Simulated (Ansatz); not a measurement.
**C₂H₄FGa: a ladder of functionals and wavefunction methods**

The task here is to estimate one member of a computed series from the others.

Computed with Ansatz 0.2.0, Gaussian basis. Level: functionals in def2-TZVPP, the program's frozen cores in correlated methods.

The runs, in order: LDA (SPW92), PBE-D4, revPBE-D4, BLYP-D4, r2SCAN-D4, B97M-V, PBE0-D4, B3LYP-D4, r2SCANh-D4, r2SCAN0-D4, HSE06-D4, BHLYP-D4, CAM-B3LYP-D4, LC-ωPBE, ωB97X-V, ωB97M-V, B2PLYP, PBE-QIDH; CCSD(T)/def2-SVP; CCSD(T)/def2-TZVPP; MP2/def2-QZVPP; extrapolation to the limit; RPA on PBE.

### The geometry

All runs share one geometry, relaxed beforehand with PBE0-D4 in a triple-zeta def2 set.

SMILES `C=[CH][GaH][F]`, 8 atoms, charge 0, spin multiplicity 1.

Atoms are counted from 1 here; the program's logs count them from 0.

Bond lengths: C1–C2 1.332 Å, C1–H5 1.088 Å, C1–H6 1.088 Å, C2–Ga3 1.936 Å, C2–H7 1.087 Å, Ga3–F4 1.763 Å, Ga3–H8 1.557 Å. Angles: C2–C1–H5 122.2°, C2–C1–H6 122.3°, H5–C1–H6 115.5°, C1–C2–Ga3 120.9°, C1–C2–H7 118.8°, Ga3–C2–H7 120.3°, C2–Ga3–F4 115.4°, C2–Ga3–H8 129.9°, F4–Ga3–H8 114.7°.

The first run:

in.yaml

```yaml
crystal:
  periodic: [false, false, false]
  atoms:
    - {symbol: C, position_ang: [-0.837090, 1.175416, 0.060894]}
    - {symbol: C, position_ang: [0.342633, 0.569538, -0.065008]}
    - {symbol: Ga, position_ang: [0.481684, -1.360205, -0.007647]}
    - {symbol: F, position_ang: [2.110504, -2.006062, -0.199573]}
    - {symbol: H, position_ang: [-1.762069, 0.620546, 0.200088]}
    - {symbol: H, position_ang: [-0.941088, 2.257840, 0.031592]}
    - {symbol: H, position_ang: [1.232285, 1.179647, -0.202309]}
    - {symbol: H, position_ang: [-0.626870, -2.436730, 0.181962]}
basis:
  gaussian: {orbitals: def2-TZVPP}
hamiltonian: {xc: lda}
output: {orbitals: {seedname: orbitals}}
```

Among the steps run: LDA; PBE-D4 (GGA); revPBE-D4 (GGA); BLYP-D4 (GGA); r2SCAN-D4 (meta-GGA); B97M-V (meta-GGA); PBE0-D4 (hybrid); B3LYP-D4 (hybrid); r2SCANh-D4 (hybrid); r2SCAN0-D4 (hybrid); HSE06-D4 (hybrid); BHLYP-D4 (hybrid); CAM-B3LYP-D4 (range-separated); LC-ωPBE (range-separated); ωB97X-V (range-separated); ωB97M-V (range-separated); B2PLYP (double hybrid); PBE-QIDH (double hybrid).

One table of the session follows, with a row left open; its other results are not shown here.

It belongs to the step «Orbital energies across the functionals». 

| functional | HOMO (eV) | LUMO (eV) | gap (eV) |
| --- | --- | --- | --- |
| LDA (SPW92) | -7.20 | -2.80 | 4.41 |
| PBE-D4 | -7.09 | -2.52 | 4.56 |
| revPBE-D4 | -7.03 | -2.41 | 4.63 |
| BLYP-D4 | -7.01 | -2.44 | 4.57 |
| r2SCAN-D4 | -7.39 | -2.33 | 5.06 |
| B97M-V | -7.48 | -2.40 | 5.09 |
| PBE0-D4 | -8.44 | -1.66 | 6.78 |
| B3LYP-D4 | -8.25 | -1.92 | 6.33 |
| r2SCANh-D4 | -7.89 | -2.01 | 5.88 |
| r2SCAN0-D4 | -8.64 | -1.55 | 7.09 |
| HSE06-D4 | -8.04 | -2.03 | 6.01 |
| BHLYP-D4 | ? | ? | ? |
| CAM-B3LYP-D4 | -9.83 | -0.70 | 9.13 |
| LC-ωPBE | -11.14 | 0.50 | 11.64 |
| ωB97X-V | -10.80 | 0.38 | 11.18 |
| ωB97M-V | -10.65 | 0.19 | 10.85 |

**Question.** Estimate the row for BHLYP-D4.

Worked estimate for «HOMO (eV)». Against the share of exact exchange, BLYP-D4 (0, -7.01), B3LYP-D4 (0.2, -8.25) give a slope of -6.20 per unit share; at 0.5 the line stands at -10.11.

As computed: HOMO (eV): -9.44; LUMO (eV): -0.82; gap (eV): 8.62. In «HOMO (eV)» the line misses by -0.67.
